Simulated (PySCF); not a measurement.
# SbO2⁻ under other conditions

One physical setting of the base script is moved in each run, with the edits that it forces.

The runs use PySCF 2.14.0; each script names its method and basis.

1 further run of the same task is left out (for a known fault of the program).

## 1. Starting geometry

SbO2⁻: 3 atoms, charge -1, spin multiplicity 1.

Bond lengths: Sb1–O2 1.846 Å, Sb1–O3 1.846 Å. Angles: O2–Sb1–O3 111.2°.

Coordinates:

```
Sb   -0.01560   -0.21760    0.00000
O     0.05890    0.82260    1.52300
O     0.05890    0.82260   -1.52300
```

## 2. The base run

Contents of input.py:

```python
from pyscf import gto, scf
from pyscf.geomopt.geometric_solver import optimize

mol = gto.M(
    atom='Sb -0.0156 -0.2176 0; O 0.0589 0.8226 1.523; O 0.0589 0.8226 -1.523',
    basis='lanl2dz',
    ecp={'Sb': 'lanl2dz'},
    charge=-1,
    spin=0,
    verbose=3,
)
mf = scf.RHF(mol)
mf.kernel()
mol_eq = optimize(mf, maxsteps=30)
print('optimised geometry (angstrom)')
print(mol_eq.tostring('raw'))
print('orbital energies (hartree):', mf.mo_energy[..., max(0, mol.nelec[1]-3):mol.nelec[0]+3].round(4))
```

Launch:

```console
$ OMP_NUM_THREADS=1 python input.py
```

Its log is not repeated here.

It gives: at the starting geometry E(SCF) = -154.893547 Eh; the optimisation lowers the energy by 0.004 eV.

## 3. Electric field 0.005 a.u.

Variant 1 changes electric field: none → 0.005 a.u.; step after the SCF: optimize → analyze.

Contents of input.py:

```python
from pyscf import gto, scf

mol = gto.M(
    atom='Sb -0.0156 -0.2176 0; O 0.0589 0.8226 1.523; O 0.0589 0.8226 -1.523',
    basis='lanl2dz',
    ecp={'Sb': 'lanl2dz'},
    charge=-1,
    spin=0,
    verbose=3,
)
mf = scf.RHF(mol)
field = 0.005  # electric field along z, atomic units
h = mf.get_hcore() + field*mol.intor('int1e_r')[2]
mf.get_hcore = lambda *args: h
e_nuc = mol.energy_nuc() - field*mol.atom_charges() @ mol.atom_coords()[:, 2]
mf.energy_nuc = lambda *args: e_nuc
mf.kernel()
mf.mulliken_pop()
mf.dip_moment()
print('orbital energies (hartree):', mf.mo_energy[..., max(0, mol.nelec[1]-3):mol.nelec[0]+3].round(4))
```

Launch:

```console
$ OMP_NUM_THREADS=1 python input.py
```

## 4. Coordinates × 1.12

Variant 2 changes geometry: coordinates × 1 → coordinates × 1.12.

input.py: that of step 2 with these lines changed.

```diff
@@ -4,3 +4,3 @@
 mol = gto.M(
-    atom='Sb -0.0156 -0.2176 0; O 0.0589 0.8226 1.523; O 0.0589 0.8226 -1.523',
+    atom='Sb -0.0175 -0.2437 0; O 0.066 0.9213 1.7058; O 0.066 0.9213 -1.7058',
     basis='lanl2dz',
```

Before running it: what results should come out? Wanted: for each run, E(SCF); from base; after the SCF.

**Answer**, as computed:

```csv
run,E(SCF) (hartree),from base (eV),after the SCF
base,-154.893547,0,-0.004 eV
electric field 0.005 a.u.,-154.894162,not comparable,n/a
coordinates × 1.12,-154.847763,+1.2459,-1.249 eV
```

SCF columns refer to the geometry typed in the script.

What this shows: Total energies from different bases, Hamiltonians or methods carry different errors, so properties are taken as differences within one set-up.
